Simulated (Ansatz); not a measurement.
# Al3SiSe4: the cost of one run

Program: Ansatz 0.2.0. Level of theory: DFT PBE, scalar-relativistic, plane waves, PAW. These are calculated values, not measurements.

**1. Starting point**

Symmetry: I4/mmm, No. 139, tetragonal system. The conventional cell has a = 5.472 Å, b = 5.472 Å, c = 10.912 Å, α = 90.00°, β = 90.00°, γ = 90.00°. Around Al (site symmetry -4m2) lie 6 Se at 2.73 to 2.74 Å. Around Al (site symmetry 4/mmm) lie 6 Se at 2.70 to 2.74 Å. Si (site symmetry 4/mmm) is surrounded by 6 Se at 2.74 to 2.75 Å. Around Se (site symmetry mmm) lie 4 Al at 2.73 to 2.74 Å and 2 Si at 2.74 Å. Se (site symmetry 4mm) is surrounded by 5 Al at 2.70 to 2.74 Å and 1 Si at 2.75 Å.

As a file:

```xyz
8
Lattice="-2.7361 2.7361 5.4561 2.7361 -2.7361 5.4561 2.7361 2.7361 -5.4561" Properties=species:S:1:pos:R:3 pbc="T T T"
Al    0.0000    2.7361    2.7281
Al    0.0000    0.0000    0.0000
Al    2.7361    0.0000    2.7281
Si    0.0000    0.0000    5.4561
Se    0.0000    2.7361    0.0000
Se    0.0000    0.0000    8.2088
Se    2.7361    0.0000    0.0000
Se    0.0000    0.0000    2.7035
```

It is the end of an earlier relaxation with the same method, from a generated guess; it needn't be the stable form of this composition. At a tolerance of 0.05 Å it has space group I4/mmm (No. 139); it has 20.42 Å³/atom, an uncorrected energy of -0.29 eV/atom over the elements.

**2. Electronic structure at the relaxed geometry**

File input.yaml:

```yaml
crystal:
  lattice:
    - [-2.7360814577, 2.7360814577, 5.4561407662]
    - [2.7360814577, -2.7360814577, 5.4561407662]
    - [2.7360814577, 2.7360814577, -5.4561407662]
  atoms:
    - { symbol: Al, position: [0.75, 0.25, 0.5] }
    - { symbol: Al, position: [0.0, 0.0, 0.0] }
    - { symbol: Al, position: [0.25, 0.75, 0.5] }
    - { symbol: Si, position: [0.5, 0.5, 0.0] }
    - { symbol: Se, position: [0.5, 0.0, 0.5] }
    - { symbol: Se, position: [0.7522503905, 0.7522503905, 0.0] }
    - { symbol: Se, position: [0.0, 0.5, 0.5] }
    - { symbol: Se, position: [0.2477496095, 0.2477496095, 0.0] }
basis:
  ecutwfc: 420
kpoints:
  mp_grid: { grid: [10, 10, 10] }
  band_path:
    path:
      - [[0.0, 0.0, 0.0], [0.0, 0.0, 0.5], [0.25, 0.25, 0.25], [0.0, 0.5, 0.0], [0.0, 0.0, 0.0], [0.5, 0.5, -0.5], [0.31286761, 0.68713239, -0.31286761]]
      - [[-0.31286761, 0.31286761, 0.31286761], [0.0, 0.0, 0.0]]
      - [[0.0, 0.0, 0.5], [-0.12573521, 0.12573521, 0.5]]
      - [[0.5, 0.5, -0.12573521], [0.5, 0.5, -0.5]]
    npoints: 14
hamiltonian:
  xc: pbe
scf:
  occupations: { method: gaussian, width: 0.1 }
  n_extra_bands: 20
output:
  forces: true
  stress: true
  eigenvalues: true
  populations: true
  dos: { projected: true, de: 0.02, nscf_kmesh: { grid: [12, 12, 12] } }
  bader: true
```

Started as:

```bash
$ ansatz run input.yaml --threads 1 --pin off --max-ram 2560MiB --backend cpu --events-out ev --progress --plain --runs-dir out
```

What time and memory should one allow on 1 thread of Arm Neoverse V2, shared host?

About 3.5 min, with a peak of 1.2 GiB.
